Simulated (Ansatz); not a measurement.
# C₂H₉AlSn: a ladder of functionals and wavefunction methods

One table from this session's results is given with a row withheld; the runs are named, their logs left out.

Method: functionals in def2-TZVPP, the program's frozen cores in correlated methods; program: Ansatz 0.2.0, Gaussian basis.

The runs, in order: PBE-D4, r2SCAN-D4, PBE0-D4, B3LYP-D4, ωB97X-V, ωB97M-V, B2PLYP; CCSD(T)/def2-TZVPP; MP2/def2-QZVPP; extrapolation to the limit.

**The relaxed structure**

All runs share one geometry, relaxed beforehand with PBE0-D4 in a triple-zeta def2 set. Sn takes the def2 core potential; no spin-orbit term is included.

SMILES `[CH3][Al]([CH3])[SnH3]`, 13 atoms, charge 0, spin multiplicity 1.

Atoms are counted from 1 here; the program's logs count them from 0.

Bond lengths: C1–Al2 1.955 Å, C1–H5 1.092 Å, C1–H6 1.096 Å, C1–H7 1.096 Å, Al2–C3 1.955 Å, Al2–Sn4 2.667 Å, C3–H8 1.096 Å, C3–H9 1.092 Å, C3–H10 1.096 Å, Sn4–H11 1.715 Å, Sn4–H12 1.716 Å, Sn4–H13 1.716 Å. Angles: Al2–C1–H5 113.7°, Al2–C1–H6 110.3°, Al2–C1–H7 110.5°, H5–C1–H6 107.8°, H5–C1–H7 107.9°, H6–C1–H7 106.3°, C1–Al2–C3 119.7°, C1–Al2–Sn4 120.7°, C3–Al2–Sn4 119.6°, Al2–C3–H8 110.4°, Al2–C3–H9 113.8°, Al2–C3–H10 110.3°, H8–C3–H9 107.9°, H8–C3–H10 106.3°, H9–C3–H10 107.8°, Al2–Sn4–H11 114.4°, Al2–Sn4–H12 112.8°, Al2–Sn4–H13 112.7° and more.

The first run:

Contents of in.yaml:

```yaml
crystal:
  periodic: [false, false, false]
  atoms:
    - {symbol: C, position_ang: [-0.541336, 1.890422, -0.769351]}
    - {symbol: Al, position_ang: [0.086693, 0.243941, 0.076131]}
    - {symbol: C, position_ang: [1.395071, 0.336106, 1.525522]}
    - {symbol: Sn, position_ang: [-0.821033, -2.131466, -0.728852]}
    - {symbol: H, position_ang: [-1.254135, 1.722708, -1.579166]}
    - {symbol: H, position_ang: [-1.021483, 2.539665, -0.028249]}
    - {symbol: H, position_ang: [0.302878, 2.459243, -1.175096]}
    - {symbol: H, position_ang: [1.018015, 0.962051, 2.342152]}
    - {symbol: H, position_ang: [1.658840, -0.637554, 1.943280]}
    - {symbol: H, position_ang: [2.318244, 0.811357, 1.174586]}
    - {symbol: H, position_ang: [-1.984690, -2.056566, -1.986070]}
    - {symbol: H, position_ang: [-1.563780, -3.022336, 0.535986]}
    - {symbol: H, position_ang: [0.427219, -3.152372, -1.316173]}
basis:
  gaussian: {orbitals: def2-TZVPP}
hamiltonian: {xc: pbe, dispersion: d4}
output: {forces: true, orbitals: {seedname: orbitals}}
```

Launch:

```
ansatz run in.yaml --threads 4 --pin off --events-out ev --progress --plain --max-ram 10444MiB
```

Among the steps run: PBE-D4 (GGA); r2SCAN-D4 (meta-GGA); PBE0-D4 (hybrid); B3LYP-D4 (hybrid); ωB97X-V (range-separated); ωB97M-V (range-separated); B2PLYP (double hybrid); CCSD(T) in def2-TZVPP; MP2 in def2-QZVPP.

One of the session's tables, all rows but one given; the rest of the session is left out.

It belongs to the step «Atomisation energies». 

```
            method  atomisation energy (kJ/mol)
            PBE-D4                       4115.9
         r2SCAN-D4                       4119.5
           PBE0-D4                       4095.2
          B3LYP-D4                       4104.6
           ωB97X-V                       4131.2
           ωB97M-V                       4115.6
            B2PLYP                       4055.4
     HF/def2-TZVPP                       3101.5
    MP2/def2-TZVPP                            ?
   CCSD/def2-TZVPP                       3995.5
CCSD(T)/def2-TZVPP                       4037.8
           MP2/CBS                       4101.0
       CCSD(T)/CBS                       4128.8
```

Estimate the missing values for MP2/def2-TZVPP.

**Answer.** atomisation energy (kJ/mol): 4010.1. In the column «atomisation energy (kJ/mol)» it lies between CCSD/def2-TZVPP (3995.5) and CCSD(T)/def2-TZVPP (4037.8).

Caveats from the session: Free atoms (2 C, 1 Al, 1 Sn, 9 H) were run apart at each level; the atomisation energy is their sum less the molecule, without zero-point or spin-orbit terms.
